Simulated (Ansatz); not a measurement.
A nudged elastic band was laid between two geometries of a periodic cell of 17 atoms, Si (host Si, host structure diamond, interstitial Si).

Level of theory: DFT PBE, scalar-relativistic, plane waves, PAW (Ansatz). Settings: PAW set soft_1, cutoff 420 eV, k mesh 2x2x2, gaussian smearing 0.02 eV, no spin polarisation.

```yaml
movable_images: 2
climbing_image: yes
spring: 5.0 eV/Å²
optimiser: quadratic models (default)
start_path: default
force_threshold: 0.05 eV/Å
iteration_limit: 50
end_points: relaxed
```

First end point:

```xyz
17
Lattice="0.0000 5.4300 5.4300 5.4300 0.0000 5.4300 5.4300 5.4300 0.0000" Properties=species:S:1:pos:R:3
Si -0.032 -0.001 0.003
Si 1.335 1.378 1.386
Si 2.715 2.745 0.003
Si 4.076 4.067 1.365
Si 2.715 -0.001 2.756
Si 4.080 1.362 4.072
Si 5.430 2.714 2.717
Si 6.781 4.064 4.074
Si -0.001 2.714 2.717
Si 1.334 4.047 4.051
Si 2.715 5.429 2.685
Si 4.095 6.809 4.052
Si 2.715 2.680 5.433
Si 4.093 4.049 6.815
Si 5.461 5.429 5.433
Si 6.783 6.789 6.796
Si 2.714 5.428 5.434
```

Last end point:

Only the atoms that move by more than 0.05 Å are listed.
```
Si17 4.061 4.067 4.068
```

What changes between the two ends?

Contacts lost: Si2–Si17. Contacts made: Si7–Si17. The atom that moves furthest is Si17, by 2.35 Å.

Give the energies along the band, and the barrier.

It converged. The highest image is number 1 of 0 to 3, 0.30 eV above the ends, which have the same energy within 2 meV. The order of the stationary point at the top wasn't checked. So few images can step over the top or miss a turn of the path. Limits of this set-up: coarse k mesh.

```csv
image,path coordinate (Å),energy (eV),Si2–Si17 (Å),Si7–Si17 (Å)
0,0.00,0.00,2.39,4.70
1,1.44,0.30,3.14,3.13
2,2.20,0.20,4.02,2.52
3,2.96,0.00,4.69,2.39
```

What is the geometry of the highest image?


```xyz
17
Lattice="0.0000 5.4300 5.4300 5.4300 0.0000 5.4300 5.4300 5.4300 0.0000" Properties=species:S:1:pos:R:3
Si -0.040 -0.057 -0.054
Si 1.568 1.143 1.147
Si 2.769 2.751 -0.054
Si 3.988 4.153 1.348
Si 2.769 -0.057 2.754
Si 3.988 1.345 4.157
Si 5.188 2.953 2.956
Si 6.796 4.153 4.157
Si 0.195 2.517 2.520
Si 1.238 3.993 3.997
Si 2.609 5.533 2.627
Si 4.148 6.903 3.997
Si 2.609 2.623 5.536
Si 4.148 3.993 6.907
Si 5.518 5.532 5.536
Si 6.562 7.009 7.013
Si 3.379 4.761 4.765
```

The run took 60 s on 1 thread of AMD EPYC 9R45 96-Core Processor (Zen 5), on a shared host, peak memory 0.72 GiB.
